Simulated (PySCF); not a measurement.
Set up this calculation in PySCF 2.14.0, as an ASE script.

- Task: atomic charges
- Functional: B3LYP5
- Potentials or basis: pob-tzvp-rev2 (all-electron)
- k mesh: 1 × 1 × 1
- Occupations: fixed
- Spin: no spin polarisation
- Exponents discarded below (exp_to_discard): 0 1/bohr^2
- conv_tol: 1e-07 Ha
- max_cycle: 60
- exxdiv: ewald
- Relativity: none
- Coulomb method: Gaussian density fitting (GDF)
- Grid for exchange and correlation: Becke, atom-centred
- Three-centre integrals: read from an earlier run's file

The system is F2BCl, in a box.

```
F B Cl
1.0
    12.00000    0.00000    0.00000
     0.00000   12.00000    0.00000
     0.00000    0.00000   11.00000
F B Cl
2 1 1
Cartesian
  5.6659 4.9741 4.8029
  4.8699 7.0621 5.0794
  5.8058 6.1860 5.2859
  7.1119 6.6650 6.2420
```

The cell isn't the ideal one: atoms moved at random, drawn with an rms of 0.05 Å.

These files were run (other wordings do the same):

run.py

```python
import json
import numpy as np
from pyscf.pbc import gto, scf, dft, df
from pyscf.pbc.tools import pyscf_ase
from ase import Atoms

atoms = Atoms(['F', 'B', 'F', 'Cl'],
              cell=[[12.0, 0.0, 0.0], [0.0, 12.0, 0.0], [0.0, 0.0, 11.0]],
              scaled_positions=[[0.472159, 0.414505, 0.436626], [0.483819, 0.5155, 0.480535], [0.405827, 0.588508, 0.461765], [0.592661, 0.555419, 0.567455]],
              pbc=True)
cell = pyscf_ase.cell_from_ase(atoms)
cell.basis = 'pob-tzvp-rev2'
cell.exp_to_discard = 0
cell.precision = 1e-08
cell.max_memory = 2520  # MB
cell.verbose = 4
cell.build()

res = {}
kpts = cell.make_kpts([1, 1, 1])
mf = dft.KRKS(cell, kpts, xc='b3lyp5', exxdiv='ewald')
mf = mf.density_fit()
mf.with_df._cderi = 'cderi.h5'  # three-centre integrals saved by an earlier run on this cell, basis and mesh
mf.conv_tol = 1e-07
mf.max_cycle = 60

mf.kernel()
res.update(converged=bool(mf.converged), e_tot=mf.e_tot, nelec=cell.nelectron, nao=cell.nao, mesh=list(map(int, cell.mesh)), a=cell.lattice_vectors().tolist(), coords=cell.atom_coords().tolist(),
           mo_energy=[np.real(x).tolist() for x in mf.mo_energy], mo_occ=[np.real(x).tolist() for x in mf.mo_occ])
res.update(kpts=cell.get_scaled_kpts(kpts).tolist())
res['parts'] = {k: float(np.real(v)) for k, v in mf.scf_summary.items() if np.isscalar(v)}
json.dump(res, open('results.json', 'w'))
if not mf.converged:
    raise SystemExit('SCF not converged')

print('levels (eV)')
for i, kp in enumerate(res['kpts'][:40]):
    print('k %7.4f %7.4f %7.4f  ' % tuple(kp), ' '.join('%.3f' % (x * 27.211386) for x in res['mo_energy'][i][:25]))

# Mulliken populations
dm, s = np.asarray(mf.make_rdm1()), np.asarray(mf.get_ovlp())
sites = cell.aoslice_by_atom()[:, 2:]
tot = np.einsum('kij,kji->i', dm, s).real / len(kpts)
res['mulliken'] = [cell.atom_charge(i) - tot[a0:a1].sum() for i, (a0, a1) in enumerate(sites)]
print('Mulliken charges', np.round(res['mulliken'], 5))
res['meta_lowdin'] = mf.mulliken_meta()[1].tolist()
res['done'] = True
json.dump(res, open('results.json', 'w'))
```

Potentials or basis: pob-tzvp-rev2 (all-electron).

Run with:

```sh
$ OMP_NUM_THREADS=2 python -u run.py > log
```

Results of the run:

| Property | Result |
| --- | --- |
| Gap between the frontier levels | 9.54 eV |
| Meta-löwdin charges | F -0.24, -0.23; B +0.48; Cl -0.01 e |

Caveat: this is a molecule in a periodic box at the Γ point, so its band gap is the HOMO-LUMO gap; population charges move with the basis; the basis of atomic orbitals isn't converged, which shifts pressures, moduli and gaps.

Wall time 10 s on 2 threads of Intel(R) Xeon(R) Processor @ 2.70GHz, with other jobs on the host, peak memory 1.9 GiB.
